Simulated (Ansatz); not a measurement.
# CW: the cost of one run

Computed with Ansatz 0.2.0, Gaussian basis. Level: def2-QZVPP, core rule «outside noble gas», up to 5 orbitals frozen.

To be run: UHF; ROHF; CCSD(T) on UHF.

## (1) The system

The geometry is a PBE0/def2-TZVP stationary point (not a proven minimum) of the parent state, kept for this charge and spin. No spin-orbit coupling is included. Elements past krypton take def2 core potentials.

2 atoms, charge 1, spin multiplicity 6.

Atoms are counted from 1 here; the program's logs count them from 0.

Bond lengths: W1–C2 1.923 Å.

As a file:

```
W     0.0000    0.0000    0.0000
C     0.0000    0.0000    1.9232
```

## (2) UHF

in.yaml

```yaml
crystal:
  periodic: [false, false, false]
  atoms:
    - {symbol: W, position_ang: [0.000000, 0.000000, 0.000000]}
    - {symbol: C, position_ang: [0.000000, 0.000000, 1.923200]}
basis:
  gaussian: {orbitals: "def2-QZVPP.json"}
total_charge: 1
magnetization: {spin_polarized: true, initial_magnetization: 5}
hamiltonian: {xc: hf}
output: {orbitals: {seedname: orbitals}}
```

Run with:

```console
$ ansatz run in.yaml --threads 1 --pin off --events-out ev --progress --plain --max-ram 4096MiB --backend cpu
```

What time and memory should one allow on 1 thread of AMD EPYC 7R13, shared host?

About 22 s, with a peak of 0.3 GiB.
